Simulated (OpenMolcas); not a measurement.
# Gd²⁺ among point charges: CASSCF levels and susceptibility

How does a field of 6 point charges split the states of Gd²⁺, and what χT follows?

Method: state-averaged CASSCF, spin-orbit coupling by RASSI with atomic mean-field integrals. Code: OpenMolcas 26.06.

## 1. Starting point

```
Species                           : Gd²⁺ (gadolinium, Z = 64, 62 electrons)
Basis                             : ANO-RCC-VDZP [7s6p4d2f1g], 68 functions
Scalar Hamiltonian                : DKH2, point nucleus
Inactive shells                   : 1s 2s 2p 3s 3p 3d 4s 4p 4d 5s 5p
Active space                      : 8 electrons in 7 orbitals (4f)
Some configurations of this space : 4f⁸
Orbitals                          : optimised for the highest spin of each parity, averaged over all roots
```

Outer shells as boxes (Hund's rule):

4f8
```
4f [↑↓][↑ ][↑ ][↑ ][↑ ][↑ ][↑ ]
```

The ion sits among 6 point charges of -0.75 e arranged as a trigonal antiprism (D3d), 2.36 Å from the ion, with a polar angle of 59.1° against the regular 54.74°.

Each step is its own input file, run in one work folder so that later steps find the files of earlier ones. Labels, J, g values, rates, χT and fits are worked out afterwards by a script from the matrices that RASSI stores. The input lists half of the charges; inversion (Group=XYZ) makes the rest.

## 2. Basis and integrals

The input, a.inp:

```
&GATEWAY
Coord
1

Gd 0.0 0.0 0.0
Basis=ANO-RCC-VDZP
Group=XYZ
NoMove
AngMom=0.0 0.0 0.0
AMFI
XField
3 Angstrom 0
0.000000 2.025339 1.211446 -0.750000
1.753995 -1.012669 1.211446 -0.750000
1.753995 1.012669 -1.211446 -0.750000
&SEWARD
```

On the command line:

```bash
OMP_NUM_THREADS=1 MOLCAS_MEM=2252 MOLCAS_PROJECT=a pymolcas a.inp > a.log
```

## 3. Reference wave functions, septets of even parity, 7 roots

The input, a.inp:

```
&RASSCF
FileOrb=start.orb
Symmetry=1
Spin=7
nActEl=8 0 0
Inactive=15 12
Ras2=0 7
CIRoot=7 7 1
SDav=7
CIMx=300
Iter=120 100
PrWF=0.3
OrbListing=Nothing
MaxOrb=0
>>> COPY $Project.JobIph JOB001
```

start.orb holds the contracted functions of the basis, ordered by shell, or the orbitals of the step before.

## 4. CASSCF: quintets of even parity, 140 roots

The input, a.inp:

```
&RASSCF
FileOrb=start.orb
Symmetry=1
Spin=5
nActEl=8 0 0
Inactive=15 12
Ras2=0 7
CIRoot=140 140 1
SDav=140
CIMx=300
Iter=120 100
PrWF=0.3
OrbListing=Nothing
MaxOrb=0
CIOnly
>>> COPY $Project.JobIph JOB002
```

## 5. Reference wave functions, triplets of even parity, 162 roots

The input, a.inp:

```
&RASSCF
FileOrb=start.orb
Symmetry=1
Spin=3
nActEl=8 0 0
Inactive=15 12
Ras2=0 7
CIRoot=162 162 1
SDav=588
CIMx=300
Iter=120 100
PrWF=0.3
OrbListing=Nothing
MaxOrb=0
CIOnly
>>> COPY $Project.JobIph JOB003
```

## 6. State interaction with spin-orbit coupling

The input, a.inp:

```
&RASSI
NrOfJobIphs=3 7 77 26
1 2 3 4 5 6 7
1 2 3 4 5 6 7 8 9 10 11 12 13 14 15 16 17 18 19 20 21 22 23 24 25 26 27
28 29 30 31 32 33 34 35 36 37 38 39 40 41 42 43 44 45 46 47 48 49 50 51
52 53 54 55 56 57 58 59 60 61 62 63 64 65 66 67 68 69 70 71 72 73 74 75
76 77
1 2 3 4 5 6 7 8 9 10 11 12 13 14 15 16 17 18 19 20 21 22 23 24 25 26
IphNames
JOB001
JOB002
JOB003
EJob
SpinOrbit
DIPRint=1.0
SOCoupling=1000.0
Subsets=2
Property=9
'ANGMOM' 1 'ANGMOM' 2 'ANGMOM' 3 'MLTPL  1' 1 'MLTPL  1' 2 'MLTPL  1' 3
'AMFI' 1 'AMFI' 2 'AMFI' 3
SOProperty=3
'ANGMOM' 1 'ANGMOM' 2 'ANGMOM' 3
```

What does the calculation give? Wanted: spin-free ground state; first state of the same spin within the active space; lowest level; next level.

The runs gave:

```
                                            quantity                            value
                                              method                           CASSCF
                              spin-free ground state  7A2, 1-fold in its orbital part
first state of the same spin within the active space                   7E at 175 cm⁻¹
                                        lowest level                        1-fold A1
                                          next level                        21.8 cm⁻¹
                                         χT at 300 K                  11.67 cm³ K/mol
                           effective moment at 300 K                          9.66 μB
```

What this shows: The spin-free ground state (7A2) comes to 100 % from free-ion F terms and keeps the highest spin of the shell. The quintets, triplets rest on orbitals optimised for another spin in at least one step, which raises them against the optimised states. Not all states of the active space went into the spin-orbit step. The free ion's ground configuration, as NIST lists it, lies outside this active space, so the lowest level here need not be the ground level. High states of lower spin are left out of the spin-orbit mixing, and CASSCF puts spin-flip levels too high. Point charges carry no covalency, so the field is a model and not that of real ligands.
